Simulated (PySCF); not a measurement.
**A diatomic session: GeO−**

What are the lowest state that PBE0 finds, the bond length, vibrational wavenumber and bond energy of GeO−, and how much do these hang on the method?

The runs use PySCF 2.14.0; Ge aug-cc-pVDZ-DK, O aug-cc-pVDZ-DK, spin-free X2C with a Gaussian nucleus.

3 further runs of the same task are left out: 3 set aside as unsound or not needed.

**1. The job**

The job is set up so:

```json
{
  "atoms": "Ge, O",
  "charge": "-1",
  "basis": "Ge aug-cc-pVDZ-DK, O aug-cc-pVDZ-DK",
  "Hamiltonian": "spin-free X2C with a Gaussian nucleus",
  "basis functions": "59",
  "electrons treated": "41",
  "masses in u": "73.9212, 15.9949",
  "levels": "PBE0, PBE, r²SCAN, r²SCANh, revPBE, MN15, CAM-B3LYP, MP2, SCS-MP2",
  "grid": "80 radial by 434 angular points",
  "occupations": "held fixed by the projection of orbital angular momentum",
  "dissociation limit": "Ge + O−, each in its ground configuration",
  "starting distance in angstrom": "1.860",
  "values of 2S to try": "1, 3"
}
```

The run is started by

```bash
> OMP_NUM_THREADS=1 python dia.py task.json out
```

The job searches for the state first and then visits each distance with every level. Its results follow level by level.

**2. First curve: PBE0**

State followed: ²Π (doublet), unpaired electrons π ↑. The scan is laid around 1.698 Å.

Log of the SCF at 1.698 Å:

```text
******** <class 'pyscf.dft.uks_symm.SymAdaptedUKS'> ********
method = SymAdaptedUKS
initial guess = minao
damping factor = 0
level_shift factor = 0
DIIS = <class 'pyscf.scf.diis.CDIIS'>
diis_start_cycle = 1
diis_space = 10
diis_damp = 0
SCF conv_tol = 1e-09
SCF conv_tol_grad = None
SCF max_cycles = 60
direct_scf = False
max_memory 909 MB (current use 343 MB)
number electrons alpha = 21  beta = 20
XC library pyscf.dft.libxc version 7.0.0
    S. Lehtola, C. Steigemann, M. J.T. Oliveira, and M. A.L. Marques.,  SoftwareX 7, 1–5 (2018)
XC functionals = PBE0
    C. Adamo and V. Barone.,  J. Chem. Phys. 110, 6158 (1999)
    M. Ernzerhof and G. E. Scuseria.,  J. Chem. Phys. 110, 5029 (1999)
small_rho_cutoff = 0
Overwritten attributes  get_k get_jk get_j get_hcore get_occ  of <class 'pyscf.dft.uks_symm.SymAdaptedUKS'>
<class 'pyscf.dft.uks_symm.SymAdaptedUKS'> does not have attributes  refdm
Set gradient conv threshold to 3.16228e-05
init E= -2173.67482321309
cycle= 1 E= -2173.66745623503  delta_E= 0.00737  |g|= 0.00761  |ddm|= 0.0569
cycle= 2 E= -2173.66741367477  delta_E= 4.26e-05  |g|= 0.013  |ddm|= 0.0314
cycle= 3 E= -2173.66747044382  delta_E= -5.68e-05  |g|= 0.00576  |ddm|= 0.0203
cycle= 4 E= -2173.66748611534  delta_E= -1.57e-05  |g|= 0.000529  |ddm|= 0.00634
cycle= 5 E= -2173.66748629487  delta_E= -1.8e-07  |g|= 7.68e-05  |ddm|= 0.00151
cycle= 6 E= -2173.66748631978  delta_E= -2.49e-08  |g|= 4.69e-05  |ddm|= 0.00079
cycle= 7 E= -2173.66748632566  delta_E= -5.88e-09  |g|= 1.51e-05  |ddm|= 0.000366
cycle= 8 E= -2173.6674863269  delta_E= -1.24e-09  |g|= 8.04e-06  |ddm|= 0.000116
cycle= 9 E= -2173.66748632734  delta_E= -4.43e-10  |g|= 2.31e-06  |ddm|= 0.000105
Extra cycle  E= -2173.66748632733  delta_E= 1.36e-11  |g|= 6.71e-06  |ddm|= 1.16e-05
converged SCF energy = -2173.66748632733  <S^2> = 0.75349166  2S+1 = 2.0034886
```

Points of the scan, energies from the lowest:

```csv
R (Å),E (eV),μ (D),Mulliken charge of Ge (e),Mayer bond order,⟨S²⟩,HOMO (eV),LUMO (eV)
1.4603,1.4695,-0.46,0.00,1.07,0.75,1.62,3.01
1.5282,0.6439,-0.91,-0.02,1.16,0.75,1.57,3.01
1.5961,0.1962,-1.38,-0.03,1.23,0.75,1.50,2.99
1.6471,0.0404,-1.75,-0.03,1.28,0.75,1.43,2.97
1.6980,0.0000,-2.11,-0.04,1.33,0.75,1.36,2.93
1.7489,0.0472,-2.47,-0.04,1.37,0.75,1.29,2.89
1.8169,0.2108,-2.95,-0.05,1.42,0.75,1.17,2.81
1.9018,0.5246,-3.52,-0.05,1.47,0.76,1.02,2.71
2.0036,0.9937,-4.16,-0.06,1.51,0.76,0.83,2.57
2.1395,1.6369,-4.19,-0.16,1.33,1.11,0.60,2.64
```

Fit: Re = 1.694 Å, ωe = 844 cm⁻¹, ωexe = 3.58 cm⁻¹, αe = 0.00288 cm⁻¹, Be = 0.4469 cm⁻¹, De = 5.30 eV, μ = -2.08 D.

Orbitals nearest the gap at 1.698 Å:

```csv
spin,orbital,ε (eV),filled,made of
β,σ,-19.06,yes,O s 94 %
α,σ,-7.29,yes,"Ge s 67 %, O p 23 %"
β,σ,-6.84,yes,"Ge s 65 %, O p 27 %"
α,π,-3.06,yes,"O p 82 %, Ge p 16 %"
α,π,-2.72,yes,"O p 81 %, Ge p 18 %"
α,σ,-2.65,yes,"O p 49 %, Ge p 26 %, Ge s 22 %"
β,π,-2.64,yes,"O p 82 %, Ge p 16 %"
β,σ,-2.37,yes,"O p 46 %, Ge s 27 %, Ge p 25 %"
β,π,-2.23,yes,"O p 83 %, Ge p 15 %"
α,π,1.36,yes,Ge p 91 %
α,π,2.93,no,Ge p 96 %
β,π,3.19,no,Ge p 96 %
β,π,3.56,no,Ge p 100 %
α,σ,3.69,no,"Ge p 85 %, Ge s 14 %"
```

**3. Fields at the reference distance**

Orbitals, density, ELF and potential are computed afterwards from the orbital file.

Frontier orbitals at PBE0 (alpha spin), with the share of their density that lies nearest to each atom:

```csv
orbital,energy (eV),lies on
HOMO,1.36,Ge1 82 %; O2 18 %
LUMO,2.93,Ge1 81 %; O2 19 %
```

ELF in a plane through or near 2 of the atoms.

Values, 10 rows by 14 columns:
```
0.21 0.57 0.87 0.93 0.94 0.91 0.74 0.35 0.03 0.00 0.00 0.00 0.00 0.00
0.36 0.73 0.91 0.95 0.95 0.91 0.59 0.14 0.02 0.03 0.03 0.01 0.00 0.00
0.34 0.69 0.90 0.95 0.95 0.90 0.51 0.15 0.16 0.25 0.20 0.09 0.01 0.00
0.16 0.47 0.86 0.93 0.71 0.45 0.34 0.36 0.64 0.71 0.52 0.27 0.04 0.01
0.05 0.26 0.80 0.76 0.24 0.65 0.28 0.48 0.74 0.81 0.79 0.47 0.08 0.01
0.04 0.22 0.78 0.71 0.37 0.56 0.50 0.48 0.50 0.60 0.82 0.52 0.09 0.01
0.09 0.35 0.83 0.85 0.35 0.24 0.19 0.44 0.81 0.85 0.69 0.37 0.06 0.01
0.26 0.60 0.88 0.95 0.91 0.77 0.46 0.25 0.39 0.48 0.35 0.17 0.03 0.00
0.36 0.72 0.90 0.95 0.95 0.91 0.52 0.12 0.09 0.15 0.13 0.06 0.01 0.00
0.30 0.68 0.91 0.94 0.94 0.91 0.69 0.24 0.02 0.01 0.01 0.00 0.00 0.00
```
The map spans 6.9 Å across and 5.2 Å up, centred on the molecule. Atoms in the plane (x, y in Å): Ge1 (-0.8, 0.0), O2 (0.8, 0.0).

On the surface of density 0.002 e/bohr³ the electrostatic potential runs, from the 1st to the 99th percentile, from -6.33 V near O2 to -3.65 V near Ge1.

The spin density lies nearest to Ge1 81 %; O2 19 %.

**4. PBE (GGA)**

Output of the SCF at 1.698 Å:

```text
[... 13 set-up lines left out, the same as in an earlier log ...]
max_memory 909 MB (current use 396 MB)
[... 3 set-up lines left out, the same as in an earlier log ...]
XC functionals = PBE
    J. P. Perdew, K. Burke, and M. Ernzerhof.,  Phys. Rev. Lett. 77, 3865 (1996)
    J. P. Perdew, K. Burke, and M. Ernzerhof.,  Phys. Rev. Lett. 78, 1396 (1997)
    J. P. Perdew, K. Burke, and M. Ernzerhof.,  Phys. Rev. Lett. 77, 3865 (1996)
    J. P. Perdew, K. Burke, and M. Ernzerhof.,  Phys. Rev. Lett. 78, 1396 (1997)
[... 2 set-up lines left out, the same as in an earlier log ...]
init E= -2173.65444568303
cycle= 1 E= -2173.65154443178  delta_E= 0.0029  |g|= 0.108  |ddm|= 0.322
cycle= 2 E= -2173.56277968521  delta_E= 0.0888  |g|= 0.452  |ddm|=  0.6
cycle= 3 E= -2173.65701331976  delta_E= -0.0942  |g|= 0.0257  |ddm|= 0.471
cycle= 4 E= -2173.65737482317  delta_E= -0.000362  |g|= 0.00453  |ddm|= 0.0596
cycle= 5 E= -2173.65738667061  delta_E= -1.18e-05  |g|= 0.00249  |ddm|= 0.0207
cycle= 6 E= -2173.65739030886  delta_E= -3.64e-06  |g|= 0.000217  |ddm|= 0.00462
cycle= 7 E= -2173.65739033506  delta_E= -2.62e-08  |g|= 7.27e-05  |ddm|= 0.000532
cycle= 8 E= -2173.6573903375  delta_E= -2.44e-09  |g|= 2.03e-05  |ddm|= 0.000115
cycle= 9 E= -2173.65739033772  delta_E= -2.16e-10  |g|= 1.22e-06  |ddm|= 2.86e-05
Extra cycle  E= -2173.65739033771  delta_E= 5e-12  |g|= 4.54e-06  |ddm|= 1.06e-05
converged SCF energy = -2173.65739033771  <S^2> = 0.75170641  2S+1 = 2.0017057
```

Re = 1.720 Å, ωe = 786 cm⁻¹, ωexe = 3.70 cm⁻¹, αe = 0.00302 cm⁻¹, Be = 0.4335 cm⁻¹, De = 5.67 eV, μ = -1.87 D. 11 s of CPU time for 10 points, integrals apart.

**5. r²SCAN**

Log of the SCF at 1.698 Å:

```text
[... 17 set-up lines left out, the same as in an earlier log ...]
XC functionals = R2SCAN
    J. W. Furness, A. D. Kaplan, J. Ning, J. P. Perdew, and J. Sun.,  J. Phys. Chem. Lett. 11, 8208-8215 (2020)
    J. W. Furness, A. D. Kaplan, J. Ning, J. P. Perdew, and J. Sun.,  J. Phys. Chem. Lett. 11, 9248-9248 (2020)
    J. W. Furness, A. D. Kaplan, J. Ning, J. P. Perdew, and J. Sun.,  J. Phys. Chem. Lett. 11, 8208-8215 (2020)
    J. W. Furness, A. D. Kaplan, J. Ning, J. P. Perdew, and J. Sun.,  J. Phys. Chem. Lett. 11, 9248-9248 (2020)
[... 2 set-up lines left out, the same as in an earlier log ...]
init E= -2173.95648631657
cycle= 1 E= -2173.9567274895  delta_E= -0.000241  |g|= 0.0361  |ddm|= 0.142
cycle= 2 E= -2173.94654234536  delta_E= 0.0102  |g|= 0.152  |ddm|= 0.208
cycle= 3 E= -2173.95741838044  delta_E= -0.0109  |g|= 0.00883  |ddm|= 0.155
cycle= 4 E= -2173.95746923708  delta_E= -5.09e-05  |g|= 0.000718  |ddm|= 0.0151
cycle= 5 E= -2173.95747013334  delta_E= -8.96e-07  |g|= 0.000417  |ddm|= 0.0037
cycle= 6 E= -2173.95747057522  delta_E= -4.42e-07  |g|= 0.00021  |ddm|= 0.00255
cycle= 7 E= -2173.95747071764  delta_E= -1.42e-07  |g|= 7.52e-05  |ddm|= 0.00171
cycle= 8 E= -2173.95747073323  delta_E= -1.56e-08  |g|= 2.24e-05  |ddm|= 0.000614
cycle= 9 E= -2173.95747073394  delta_E= -7.1e-10  |g|= 8.08e-06  |ddm|= 0.000126
Extra cycle  E= -2173.95747073346  delta_E= 4.76e-10  |g|= 3.32e-05  |ddm|= 5.22e-05
converged SCF energy = -2173.95747073346  <S^2> = 0.75451799  2S+1 = 2.0045129
```

Re = 1.699 Å, ωe = 829 cm⁻¹, ωexe = 3.73 cm⁻¹, αe = 0.00297 cm⁻¹, Be = 0.4443 cm⁻¹, De = 5.53 eV, μ = -1.85 D.

**6. r²SCANh (hybrid meta-GGA)**

Log of the SCF at 1.698 Å:

```text
[... 13 set-up lines left out, the same as in an earlier log ...]
max_memory 909 MB (current use 397 MB)
[... 3 set-up lines left out, the same as in an earlier log ...]
XC functionals = HYB_MGGA_XC_R2SCANH
    M. Bursch, H. Neugebauer, S. Ehlert, and S. Grimme.,  J. Chem. Phys. 156, 134105 (2022)
[... 2 set-up lines left out, the same as in an earlier log ...]
init E= -2173.93418379812
cycle= 1 E= -2173.93451143034  delta_E= -0.000328  |g|= 0.00815  |ddm|= 0.0971
cycle= 2 E= -2173.93417974718  delta_E= 0.000332  |g|= 0.0282  |ddm|= 0.0526
cycle= 3 E= -2173.9345623973  delta_E= -0.000383  |g|= 0.00196  |ddm|= 0.0296
cycle= 4 E= -2173.93456710864  delta_E= -4.71e-06  |g|= 0.000858  |ddm|= 0.00892
cycle= 5 E= -2173.93456826524  delta_E= -1.16e-06  |g|= 0.000484  |ddm|= 0.00327
cycle= 6 E= -2173.93456926822  delta_E= -1e-06  |g|= 0.000206  |ddm|= 0.00374
cycle= 7 E= -2173.93456953059  delta_E= -2.62e-07  |g|= 8.05e-05  |ddm|= 0.00256
cycle= 8 E= -2173.93456954385  delta_E= -1.33e-08  |g|= 1.71e-05  |ddm|= 0.000472
cycle= 9 E= -2173.93456954482  delta_E= -9.72e-10  |g|= 4.02e-06  |ddm|= 0.000133
Extra cycle  E= -2173.93456954484  delta_E= -1.96e-11  |g|= 4.93e-06  |ddm|= 2.2e-05
converged SCF energy = -2173.93456954484  <S^2> = 0.7552219  2S+1 = 2.0052151
```

Re = 1.692 Å, ωe = 845 cm⁻¹, ωexe = 3.67 cm⁻¹, αe = 0.00292 cm⁻¹, Be = 0.4477 cm⁻¹, De = 5.39 eV, μ = -1.95 D.

**7. revPBE (GGA)**

Output of the SCF at 1.698 Å:

```text
[... 17 set-up lines left out, the same as in an earlier log ...]
XC functionals = PBE_R,PBE
    Y. Zhang and W. Yang.,  Phys. Rev. Lett. 80, 890 (1998)
[... 4 set-up lines left out, the same as in an earlier log ...]
init E= -2173.87187541647
cycle= 1 E= -2173.8691212615  delta_E= 0.00275  |g|= 0.102  |ddm|= 0.307
cycle= 2 E= -2173.78950278621  delta_E= 0.0796  |g|= 0.427  |ddm|= 0.57
cycle= 3 E= -2173.87405906117  delta_E= -0.0846  |g|= 0.0239  |ddm|= 0.448
cycle= 4 E= -2173.87437189945  delta_E= -0.000313  |g|= 0.00483  |ddm|= 0.0608
cycle= 5 E= -2173.87438626273  delta_E= -1.44e-05  |g|= 0.00226  |ddm|= 0.0206
cycle= 6 E= -2173.87438928175  delta_E= -3.02e-06  |g|= 0.000199  |ddm|= 0.00438
cycle= 7 E= -2173.87438930887  delta_E= -2.71e-08  |g|= 4.79e-05  |ddm|= 0.000599
cycle= 8 E= -2173.87438930983  delta_E= -9.57e-10  |g|= 2.94e-05  |ddm|= 0.000138
Extra cycle  E= -2173.87438929962  delta_E= 1.02e-08  |g|= 0.000152  |ddm|= 0.000196
SCF not converged.
SCF energy = -2173.87438929962 after 60 cycles  <S^2> = 0.75204711  2S+1 = 2.0020461

******** <class 'pyscf.dft.uks_symm.SymAdaptedUKS'> ********
method = SymAdaptedUKS
initial guess = minao
damping factor = 0
level_shift factor = 0.3
DIIS = <class 'pyscf.scf.diis.CDIIS'>
diis_start_cycle = 1
diis_space = 10
diis_damp = 0
SCF conv_tol = 1e-09
SCF conv_tol_grad = None
SCF max_cycles = 80
direct_scf = False
max_memory 909 MB (current use 397 MB)
number electrons alpha = 21  beta = 20
XC library pyscf.dft.libxc version 7.0.0
    S. Lehtola, C. Steigemann, M. J.T. Oliveira, and M. A.L. Marques.,  SoftwareX 7, 1–5 (2018)
XC functionals = PBE_R,PBE
    Y. Zhang and W. Yang.,  Phys. Rev. Lett. 80, 890 (1998)
    J. P. Perdew, K. Burke, and M. Ernzerhof.,  Phys. Rev. Lett. 77, 3865 (1996)
    J. P. Perdew, K. Burke, and M. Ernzerhof.,  Phys. Rev. Lett. 78, 1396 (1997)
small_rho_cutoff = 0
Set gradient conv threshold to 3.16228e-05
init E= -2173.87187541647
cycle= 1 E= -2173.87381408157  delta_E= -0.00194  |g|= 0.0273  |ddm|= 0.158
cycle= 2 E= -2173.87373494442  delta_E= 7.91e-05  |g|= 0.0353  |ddm|= 0.0894
cycle= 3 E= -2173.8742619797  delta_E= -0.000527  |g|= 0.00647  |ddm|= 0.0471
cycle= 4 E= -2173.87432082585  delta_E= -5.88e-05  |g|= 0.00284  |ddm|= 0.0212
cycle= 5 E= -2173.87434586023  delta_E= -2.5e-05  |g|= 0.0019  |ddm|= 0.0158
cycle= 6 E= -2173.87436091192  delta_E= -1.51e-05  |g|= 0.0019  |ddm|= 0.0112
cycle= 7 E= -2173.87437132699  delta_E= -1.04e-05  |g|= 0.00135  |ddm|= 0.00909
cycle= 8 E= -2173.87437743287  delta_E= -6.11e-06  |g|= 0.00126  |ddm|= 0.00783
cycle= 9 E= -2173.87438146591  delta_E= -4.03e-06  |g|= 0.00107  |ddm|= 0.00546
cycle= 10 E= -2173.87438392842  delta_E= -2.46e-06  |g|= 0.00104  |ddm|= 0.00446
[... 10 lines of further cycles left out ...]
cycle= 21 E= -2173.87438924202  delta_E= -3.42e-08  |g|= 0.000142  |ddm|= 0.000394
cycle= 22 E= -2173.87438926452  delta_E= -2.25e-08  |g|= 0.000117  |ddm|= 0.000319
cycle= 23 E= -2173.87438927965  delta_E= -1.51e-08  |g|= 9.66e-05  |ddm|= 0.000258
cycle= 24 E= -2173.87438928974  delta_E= -1.01e-08  |g|= 7.94e-05  |ddm|= 0.00021
cycle= 25 E= -2173.87438929662  delta_E= -6.87e-09  |g|= 6.37e-05  |ddm|= 0.000172
cycle= 26 E= -2173.87438930115  delta_E= -4.54e-09  |g|= 5.21e-05  |ddm|= 0.000139
cycle= 27 E= -2173.8743893042  delta_E= -3.05e-09  |g|= 4.24e-05  |ddm|= 0.000114
cycle= 28 E= -2173.87438930623  delta_E= -2.03e-09  |g|= 3.44e-05  |ddm|= 9.33e-05
cycle= 29 E= -2173.87438930757  delta_E= -1.34e-09  |g|= 2.8e-05  |ddm|= 7.62e-05
cycle= 30 E= -2173.87438930848  delta_E= -9.01e-10  |g|= 2.28e-05  |ddm|= 6.23e-05
Extra cycle  E= -2173.87438930776  delta_E= 7.18e-10  |g|= 6e-05  |ddm|= 0.000422
converged SCF energy = -2173.87438930776  <S^2> = 0.75204748  2S+1 = 2.0020464
```

Re = 1.726 Å, ωe = 777 cm⁻¹, ωexe = 3.71 cm⁻¹, αe = 0.00303 cm⁻¹, Be = 0.4305 cm⁻¹, De = 5.40 eV, μ = -1.86 D.

**8. MN15**

The SCF at the reference distance, 1.698 Å, printed:

```text
[... 17 set-up lines left out, the same as in an earlier log ...]
XC functionals = MN15
    H. S. Yu, X. He, S. L. Li, and D. G. Truhlar.,  Chem. Sci. 7, 5032-5051 (2016)
    H. S. Yu, X. He, S. L. Li, and D. G. Truhlar.,  Chem. Sci. 7, 5032-5051 (2016)
[... 2 set-up lines left out, the same as in an earlier log ...]
init E= -2175.31576949202
cycle= 1 E= -2175.32165992849  delta_E= -0.00589  |g|= 0.0534  |ddm|= 0.426
cycle= 2 E= -2175.31792458882  delta_E= 0.00374  |g|= 0.108  |ddm|= 0.219
cycle= 3 E= -2175.32259636707  delta_E= -0.00467  |g|= 0.0227  |ddm|= 0.134
cycle= 4 E= -2175.32280785392  delta_E= -0.000211  |g|= 0.00132  |ddm|= 0.0313
cycle= 5 E= -2175.3228111501  delta_E= -3.3e-06  |g|= 0.000728  |ddm|= 0.0088
cycle= 6 E= -2175.32281204177  delta_E= -8.92e-07  |g|= 0.000231  |ddm|= 0.00308
cycle= 7 E= -2175.32281228254  delta_E= -2.41e-07  |g|= 9.8e-05  |ddm|= 0.00211
cycle= 8 E= -2175.32281233868  delta_E= -5.61e-08  |g|= 4.98e-05  |ddm|= 0.000743
cycle= 9 E= -2175.32281236104  delta_E= -2.24e-08  |g|= 1.67e-05  |ddm|= 0.000641
cycle= 10 E= -2175.32281236251  delta_E= -1.47e-09  |g|= 6.52e-06  |ddm|= 0.000186
cycle= 11 E= -2175.32281236262  delta_E= -1.07e-10  |g|= 1.76e-06  |ddm|= 4.36e-05
Extra cycle  E= -2175.32281236262  delta_E= -2.73e-12  |g|= 2.09e-06  |ddm|= 7.48e-06
converged SCF energy = -2175.32281236262  <S^2> = 0.75340433  2S+1 = 2.0034014
```

Re = 1.689 Å, ωe = 863 cm⁻¹, ωexe = 3.62 cm⁻¹, αe = 0.00283 cm⁻¹, Be = 0.4496 cm⁻¹, De = 5.44 eV, μ = -2.22 D.

**9. CAM-B3LYP (range-separated hybrid)**

The SCF at the reference distance, 1.698 Å, printed:

```text
[... 17 set-up lines left out, the same as in an earlier log ...]
XC functionals = CAMB3LYP
    T. Yanai, D. P. Tew, and N. C. Handy.,  Chem. Phys. Lett. 393, 51 (2004)
[... 2 set-up lines left out, the same as in an earlier log ...]
init E= -2174.12429924536
cycle= 1 E= -2174.12484191698  delta_E= -0.000543  |g|= 0.0268  |ddm|= 0.185
cycle= 2 E= -2174.12376256602  delta_E= 0.00108  |g|= 0.0588  |ddm|= 0.0967
cycle= 3 E= -2174.1251636598  delta_E= -0.0014  |g|= 0.00299  |ddm|= 0.0628
cycle= 4 E= -2174.1251734221  delta_E= -9.76e-06  |g|= 0.000908  |ddm|= 0.00837
cycle= 5 E= -2174.12517846624  delta_E= -5.04e-06  |g|= 0.000474  |ddm|= 0.0102
cycle= 6 E= -2174.12517940873  delta_E= -9.42e-07  |g|= 0.000193  |ddm|= 0.00497
cycle= 7 E= -2174.12517957633  delta_E= -1.68e-07  |g|= 9.67e-05  |ddm|= 0.00158
cycle= 8 E= -2174.12517965578  delta_E= -7.95e-08  |g|= 3.35e-05  |ddm|= 0.00108
cycle= 9 E= -2174.12517966507  delta_E= -9.29e-09  |g|= 8.92e-06  |ddm|= 0.000459
cycle= 10 E= -2174.12517966534  delta_E= -2.67e-10  |g|= 2.46e-06  |ddm|= 7.69e-05
Extra cycle  E= -2174.12517966535  delta_E= -1.41e-11  |g|= 3.24e-06  |ddm|= 9.98e-06
converged SCF energy = -2174.12517966535  <S^2> = 0.75402759  2S+1 = 2.0040235
```

Re = 1.692 Å, ωe = 851 cm⁻¹, ωexe = 3.45 cm⁻¹, αe = 0.00281 cm⁻¹, Be = 0.4478 cm⁻¹, De = 5.19 eV, μ = -2.39 D.

**10. Correlated methods on the Hartree–Fock reference**

Reference: UHF; core orbitals frozen: 10.

Correlation energy (eV) along the bond:

```csv
R (Å),MP2,SCS-MP2
1.460,-8.330,-7.949
1.528,-8.465,-8.079
1.596,-8.605,-8.212
1.647,-8.713,-8.314
1.698,-8.823,-8.417
1.749,-8.931,-8.519
1.817,-9.085,-8.668
1.902,-9.264,-8.837
2.004,-9.459,-9.024
2.139,-9.629,-9.197
```

UHF-MP2: No constants are quoted: the points don't follow one smooth fit.

UHF-SCS-MP2: No constants are quoted: the points don't follow one smooth fit.

**11. The curves together**

Energy (eV) from each level's lowest point:

```csv
R (Å),UHF-MP2,UHF-SCS-MP2,PBE,revPBE,r²SCAN,r²SCANh,PBE0,MN15,CAM-B3LYP
1.460,1.716,1.691,1.663,1.720,1.504,1.454,1.469,1.450,1.462
1.528,0.816,0.797,0.784,0.823,0.669,0.632,0.644,0.624,0.638
1.596,0.298,0.286,0.281,0.305,0.212,0.190,0.196,0.181,0.192
1.647,0.091,0.085,0.083,0.096,0.049,0.037,0.040,0.032,0.038
1.698,0.000,0.000,0.000,0.004,0.000,0.000,0.000,0.000,0.000
1.749,0.000,0.006,0.005,0.000,0.038,0.050,0.047,0.057,0.051
1.817,0.092,0.104,0.112,0.096,0.188,0.215,0.211,0.236,0.220
1.902,0.331,0.352,0.355,0.327,0.483,0.530,0.525,0.570,0.544
2.004,0.726,0.755,0.743,0.701,0.928,0.998,0.994,1.064,1.028
2.139,1.394,1.421,1.330,1.272,1.585,1.687,1.637,1.753,1.736
```

The whole job (state search and all levels along the bond) took 4.4 min on 1 thread of Oxide Virtual Turin-like (shared host), peak memory 0.77 GiB.

**12. Constants by level of theory**

Lowest PBE0 solution found, without spin–orbit coupling: ²Π (doublet), unpaired electrons π ↑.

```csv
level,Re (Å),ωe (cm⁻¹),De (eV),μ (D)
PBE,1.720,786,5.67,-1.87
revPBE,1.726,777,5.40,-1.86
r²SCAN,1.699,829,5.53,-1.85
r²SCANh,1.692,845,5.39,-1.95
PBE0,1.694,844,5.30,-2.08
MN15,1.689,863,5.44,-2.22
CAM-B3LYP,1.692,851,5.19,-2.39
```

De is counted to Ge + O− in their ground configurations. A positive dipole points from Ge to O; in an ion it is taken about the centre of mass and does not tell which atom is negative. No constants: UHF-MP2 (the points don't follow one smooth fit); UHF-SCS-MP2 (the points don't follow one smooth fit).

Time per point (s) on 1 thread of Oxide Virtual Turin-like, shared host (CPU time, shared integrals of 0.64 s apart; correlated levels include their reference); the times are rough: PBE 1.1, revPBE 0.96, r²SCAN 1.3, r²SCANh 1.6, PBE0 3.4, MN15 4.8, CAM-B3LYP 4.9.

**Reading.** Bond lengths run from 1.689 Å (MN15) to 1.726 Å (revPBE). Among the levels with a De in the table, it runs from 5.19 eV (CAM-B3LYP) to 5.67 eV (PBE).

Correlated steps freeze 10 core orbitals. With some functionals the highest level of the anion is positive, from self-interaction error or because the anion is truly unbound there; the finite basis then holds the extra electron, and no neutral molecule was run to test the binding.
